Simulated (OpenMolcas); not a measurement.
# Co⁴⁺ among point charges: CASSCF and CASPT2 levels and susceptibility, part 2 of 2

Aim: the splitting of the states of Co⁴⁺ in the field of 4 point charges, its lowest levels with spin-orbit coupling and its magnetic susceptibility.

OpenMolcas 26.06; ANO-RCC-VDZP, DKH2, active space 5 electrons in 5 orbitals (3d), orbitals: per spin and parity. Surroundings: 4 point charges of -2 e arranged as a square (D4h), 2.33 Å from the ion.

### Step 7. CASPT2: IPEA 0.25, imaginary shift 0.1 (closed shells correlated: 3s 3p)

Contents of a.inp:

```
>>> COPY JOB001 $Project.JobIph
&CASPT2
Multistate=1 1
Frozen=2 3
IPEA=0.25
Imaginary=0.1
MaxIter=60
WThr=0.0 0.3 0.05
PrWF=0.5
NoMix
>>> COPY JOB002 $Project.JobIph
&CASPT2
Multistate=24 1 2 3 4 5 6 7 8 9 10 11 12 13 14 15 16 17 18 19 20 21 22
23 24
NoMult
Frozen=2 3
IPEA=0.25
Imaginary=0.1
MaxIter=60
WThr=0.0 0.3 0.05
PrWF=0.5
NoMix
>>> COPY JOB003 $Project.JobIph
&CASPT2
Multistate=75 1 2 3 4 5 6 7 8 9 10 11 12 13 14 15 16 17 18 19 20 21 22
23 24 25 26 27 28 29 30 31 32 33 34 35 36 37 38 39 40 41 42 43 44 45 46
47 48 49 50 51 52 53 54 55 56 57 58 59 60 61 62 63 64 65 66 67 68 69 70
71 72 73 74 75
NoMult
Frozen=2 3
IPEA=0.25
Imaginary=0.1
MaxIter=60
WThr=0.0 0.3 0.05
PrWF=0.5
NoMix
```

Standard output:

```text
Orbital specifications:
      -----------------------

      Symmetry species                           1   2
                                                ag  au
      Frozen orbitals                            2   3
      Inactive orbitals                          1   3
      Active orbitals                            5   0
      Secondary orbitals                         7  13
      Deleted orbitals                           0   0
      Number of basis functions                 15  19
Type of calculation                        SS-CASPT2
      Fock operator                              state-specific
      IPEA shift                                 0.25
      Real shift                                 0.00
      Imaginary shift                            0.10
      The input orbitals will be transformed to quasi-canonical
Reference energy:       -1395.3031115410
      E2 (Non-variational):      -0.2477748609
      Shift correction:          -0.0000451727
      E2 (Variational):          -0.2478200336
      Total energy:           -1395.5509315746
      Residual norm:              0.0000008541
      Reference weight:           0.96917
      Contributions to the CASPT2 correlation energy
      Active & Virtual Only:         -0.0449590691
      One Inactive Excited:          -0.1309141894
      Two Inactive Excited:          -0.0719016024
::    CASPT2 Root  1     Total energy:  -1395.55093157
Orbital specifications:
      -----------------------

      Symmetry species                           1   2
                                                ag  au
      Frozen orbitals                            2   3
      Inactive orbitals                          1   3
      Active orbitals                            5   0
      Secondary orbitals                         7  13
      Deleted orbitals                           0   0
      Number of basis functions                 15  19
Type of calculation                        SS-CASPT2
      Fock operator                              state-specific
      IPEA shift                                 0.25
      Real shift                                 0.00
      Imaginary shift                            0.10
      The input orbitals will be transformed to quasi-canonical
Reference energy:       -1395.1136451734
      E2 (Non-variational):      -0.2580679557
      Shift correction:          -0.0000510019
      E2 (Variational):          -0.2581189575
      Total energy:           -1395.3717641309
      Residual norm:              0.0000003315
      Reference weight:           0.96718
      Contributions to the CASPT2 correlation energy
      Active & Virtual Only:         -0.0476464339
      One Inactive Excited:          -0.1395118072
      Two Inactive Excited:          -0.0709097147
Reference energy:       -1395.1136451734
      E2 (Non-variational):      -0.2580679561
      Shift correction:          -0.0000510019
      E2 (Variational):          -0.2581189580
      Total energy:           -1395.3717641314
      Residual norm:              0.0000003315
      Reference weight:           0.96718
      Contributions to the CASPT2 correlation energy
      Active & Virtual Only:         -0.0476464343
      One Inactive Excited:          -0.1395118075
      Two Inactive Excited:          -0.0709097143
::    CASPT2 Root  1     Total energy:  -1395.37176413
::    CASPT2 Root  2     Total energy:  -1395.37176413
::    CASPT2 Root  3     Total energy:  -1395.37183225
::    CASPT2 Root  4     Total energy:  -1395.37098370
::    CASPT2 Root  5     Total energy:  -1395.37028001
::    CASPT2 Root  6     Total energy:  -1395.37028001
::    CASPT2 Root  7     Total energy:  -1395.36928823
::    CASPT2 Root  8     Total energy:  -1395.36784311
::    CASPT2 Root  9     Total energy:  -1395.36717595
::    CASPT2 Root 10     Total energy:  -1395.35812420
::    CASPT2 Root 11     Total energy:  -1395.35812420
::    CASPT2 Root 12     Total energy:  -1395.34922045
::    CASPT2 Root 13     Total energy:  -1395.33836202
::    CASPT2 Root 14     Total energy:  -1395.33731555
::    CASPT2 Root 15     Total energy:  -1395.33032450
::    CASPT2 Root 16     Total energy:  -1395.32611699
::    CASPT2 Root 17     Total energy:  -1395.32611699
::    CASPT2 Root 18     Total energy:  -1395.25396172
::    CASPT2 Root 19     Total energy:  -1395.25068745
::    CASPT2 Root 20     Total energy:  -1395.25068745
::    CASPT2 Root 21     Total energy:  -1395.24767187
::    CASPT2 Root 22     Total energy:  -1395.24767187
::    CASPT2 Root 23     Total energy:  -1395.24692726
::    CASPT2 Root 24     Total energy:  -1395.24313636
Orbital specifications:
      -----------------------

      Symmetry species                           1   2
                                                ag  au
      Frozen orbitals                            2   3
      Inactive orbitals                          1   3
      Active orbitals                            5   0
      Secondary orbitals                         7  13
      Deleted orbitals                           0   0
      Number of basis functions                 15  19
Type of calculation                        SS-CASPT2
      Fock operator                              state-specific
      IPEA shift                                 0.25
      Real shift                                 0.00
      Imaginary shift                            0.10
      The input orbitals will be transformed to quasi-canonical
Reference energy:       -1395.0313017681
      E2 (Non-variational):      -0.2554880449
      Shift correction:          -0.0000491524
      E2 (Variational):          -0.2555371973
      Total energy:           -1395.2868389653
      Residual norm:              0.0000001824
      Reference weight:           0.96785
      Contributions to the CASPT2 correlation energy
      Active & Virtual Only:         -0.0445788844
      One Inactive Excited:          -0.1477313101
      Two Inactive Excited:          -0.0631778503
Reference energy:       -1395.0311674348
      E2 (Non-variational):      -0.2561469218
      Shift correction:          -0.0000500694
      E2 (Variational):          -0.2561969912
      Total energy:           -1395.2873644260
      Residual norm:              0.0000001932
      Reference weight:           0.96759
      Contributions to the CASPT2 correlation energy
      Active & Virtual Only:         -0.0447452488
      One Inactive Excited:          -0.1481285480
      Two Inactive Excited:          -0.0632731249
::    CASPT2 Root  1     Total energy:  -1395.28683897
::    CASPT2 Root  2     Total energy:  -1395.28736443
::    CASPT2 Root  3     Total energy:  -1395.28736443
::    CASPT2 Root  4     Total energy:  -1395.28651555
::    CASPT2 Root  5     Total energy:  -1395.28612550
::    CASPT2 Root  6     Total energy:  -1395.28621829
::    CASPT2 Root  7     Total energy:  -1395.28621829
::    CASPT2 Root  8     Total energy:  -1395.28614226
::    CASPT2 Root  9     Total energy:  -1395.28568094
::    CASPT2 Root 10     Total energy:  -1395.28537567
::    CASPT2 Root 11     Total energy:  -1395.28537567
::    CASPT2 Root 12     Total energy:  -1395.28579793
::    CASPT2 Root 13     Total energy:  -1395.28564925
::    CASPT2 Root 14     Total energy:  -1395.27304633
::    CASPT2 Root 15     Total energy:  -1395.26991912
::    CASPT2 Root 16     Total energy:  -1395.27057770
::    CASPT2 Root 17     Total energy:  -1395.27057771
::    CASPT2 Root 18     Total energy:  -1395.27149780
::    CASPT2 Root 19     Total energy:  -1395.26172385
::    CASPT2 Root 20     Total energy:  -1395.26550648
::    CASPT2 Root 21     Total energy:  -1395.26550648
::    CASPT2 Root 22     Total energy:  -1395.25983067
::    CASPT2 Root 23     Total energy:  -1395.25983067
::    CASPT2 Root 24     Total energy:  -1395.25679137
::    CASPT2 Root 25     Total energy:  -1395.25254489
::    CASPT2 Root 26     Total energy:  -1395.24457363
::    CASPT2 Root 27     Total energy:  -1395.24443486
::    CASPT2 Root 28     Total energy:  -1395.24484288
::    CASPT2 Root 29     Total energy:  -1395.24484288
::    CASPT2 Root 30     Total energy:  -1395.24396072
```

Time for this run: 5 s (1 thread of Arm Neoverse V2, shared host).

SS-CASPT2: lowest energy less the reference's lowest, -0.2478 hartree; reference weights 0.960 to 0.969.

Spin-free states, with their symmetry labels:

| state | degeneracy | E (cm-1) | free-ion L (%) |
| --- | --- | --- | --- |
| 6A1 | 1 | 0 | S (100) |
| 4B1 | 1 | 39308 | G (98) |
| 4E | 2 | 39323 | G (97) |
| 4B2 | 1 | 39494 | G (98) |
| 4E | 2 | 39648 | G (99) |
| 4A1 | 1 | 39866 | G (100) |
| 4A2 | 1 | 40183 | G (98) |
| 4A1 | 1 | 40330 | G (100) |
| 4E | 2 | 42316 | P (76) |
| 4A2 | 1 | 44270 | P (98) |
| 4B1 | 1 | 46654 | D (95) |
| 4B2 | 1 | 46883 | D (96) |
| 4A1 | 1 | 48418 | D (100) |
| 4E | 2 | 49341 | D (74) |
| 2E | 2 | 57846 | I (98) |
| 2B2 | 1 | 57962 | I (98) |
| 2A1 | 1 | 58033 | I (99) |
| 2E | 2 | 58098 | I (99) |
| 2A2 | 1 | 58115 | I (98) |
| 2B1 | 1 | 58118 | I (99) |
| 2B1 | 1 | 58190 | I (100) |
| 2A1 | 1 | 58216 | I (99) |
| 2B2 | 1 | 58223 | I (100) |
| 2E | 2 | 58283 | I (99) |

With spin-orbit coupling:

```json
{"E (cm-1)": "0", "Degeneracy": "2", "Label": "E1/2", "2S+1": "6", "g": "2.00 6.01 6.01"}
{"E (cm-1)": "0", "Degeneracy": "2", "Label": "E3/2", "2S+1": "6", "g": "0.00 0.00 6.01"}
{"E (cm-1)": "1", "Degeneracy": "2", "Label": "E3/2", "2S+1": "6", "g": "0.00 0.00 10.01"}
{"E (cm-1)": "39180", "Degeneracy": "2", "Label": "E3/2", "2S+1": "4", "g": "0.31 2.43 2.43"}
{"E (cm-1)": "39210", "Degeneracy": "2", "Label": "E1/2", "2S+1": "4", "g": "0.09 0.09 3.04"}
{"E (cm-1)": "39250", "Degeneracy": "2", "Label": "E3/2", "2S+1": "4", "g": "1.25 1.25 2.77"}
{"E (cm-1)": "39320", "Degeneracy": "2", "Label": "E3/2", "2S+1": "4", "g": "0.78 0.81 0.81"}
{"E (cm-1)": "39340", "Degeneracy": "2", "Label": "E1/2", "2S+1": "4", "g": "0.02 0.02 7.06"}
{"E (cm-1)": "39400", "Degeneracy": "2", "Label": "E1/2", "2S+1": "4", "g": "0.06 0.06 10.23"}
{"E (cm-1)": "39500", "Degeneracy": "2", "Label": "E3/2", "2S+1": "4", "g": "3.14 3.14 4.00"}
{"E (cm-1)": "39570", "Degeneracy": "2", "Label": "E1/2", "2S+1": "4", "g": "1.00 3.73 3.73"}
{"E (cm-1)": "39580", "Degeneracy": "2", "Label": "E1/2", "2S+1": "4", "g": "1.80 1.80 5.31"}
{"E (cm-1)": "39620", "Degeneracy": "2", "Label": "E1/2", "2S+1": "4", "g": "0.17 2.99 2.99"}
{"E (cm-1)": "39660", "Degeneracy": "2", "Label": "E3/2", "2S+1": "4", "g": "0.02 0.02 3.81"}
{"E (cm-1)": "39730", "Degeneracy": "2", "Label": "E3/2", "2S+1": "4", "g": "0.27 0.27 7.90"}
{"E (cm-1)": "39860", "Degeneracy": "2", "Label": "E1/2", "2S+1": "4", "g": "1.99 5.19 5.19"}
{"E (cm-1)": "39880", "Degeneracy": "2", "Label": "E3/2", "2S+1": "4", "g": "0.01 0.01 5.95"}
{"E (cm-1)": "40160", "Degeneracy": "2", "Label": "E3/2", "2S+1": "4", "g": "0.00 0.00 3.55"}
{"E (cm-1)": "40200", "Degeneracy": "2", "Label": "E1/2", "2S+1": "4", "g": "0.97 3.67 3.67"}
{"E (cm-1)": "40320", "Degeneracy": "2", "Label": "E3/2", "2S+1": "4", "g": "0.00 0.00 8.46"}
{"E (cm-1)": "40350", "Degeneracy": "2", "Label": "E1/2", "2S+1": "4", "g": "3.05 3.71 3.71"}
{"E (cm-1)": "41640", "Degeneracy": "2", "Label": "E1/2", "2S+1": "4", "g": "1.18 1.18 3.90"}
{"E (cm-1)": "41940", "Degeneracy": "2", "Label": "E1/2", "2S+1": "4", "g": "0.08 0.67 0.67"}
{"E (cm-1)": "42290", "Degeneracy": "2", "Label": "E3/2", "2S+1": "4", "g": "0.03 0.03 3.97"}
```

Powder χT (cm³ K/mol): 4.38 at 2 K, 4.38 at 5 K, 4.38 at 10 K, 4.38 at 20 K, 4.38 at 50 K, 4.38 at 100 K, 4.38 at 150 K, 4.38 at 200 K, 4.38 at 250 K, 4.38 at 300 K.

### Step 8. The methods side by side

A. CASSCF
B. SS-CASPT2, IPEA 0.25, imaginary shift 0.1 (closed shells correlated: 3s 3p)

| method | ground state | first gap with spin-orbit (cm-1) | χT at 300 K |
| --- | --- | --- | --- |
| A | 6A1 | 0.2 | 4.39 |
| B | 6A1 | 0.2 | 4.38 |

### Step 9. Summary of results

The summary covers parts 1 to 2.

| quantity | value |
| --- | --- |
| method | SS-CASPT2, IPEA 0.25, imaginary shift 0.1 (closed shells correlated: 3s 3p) |
| spin-free ground state | 6A1, 1-fold in its orbital part |
| lowest level | 2-fold E1/2, g = 2.00, 6.01, 6.01 |
| next level | 0.2 cm⁻¹ |
| χT at 300 K | 4.38 cm³ K/mol |
| effective moment at 300 K | 5.92 μB |

Cost by method:

| method | time of its own steps | time with the reference |
| --- | --- | --- |
| A. CASSCF | 21 s | 21 s |
| B. SS-CASPT2, IPEA 0.25, imaginary shift 0.1, +3s 3p | 5 s | 25 s |

Times are of one thread on a shared host.

In words: The spin-free ground state (6A1) comes to 100 % from free-ion S terms and keeps the highest spin of the shell. χT at 300 K is 4.38, against 4.39 cm³ K/mol for the spin alone, as a half-filled shell (L = 0) has no orbital moment. An active space of the d shell alone favours high spin; real ions in strong fields can be low spin. The field of point charges can differ much from that of real complexes. With metal d orbitals alone active, the gaps between spin states are rough; where two lie within a few thousand cm-1, their order is open. Point charges carry no covalency, so the field is a model and not that of real ligands.
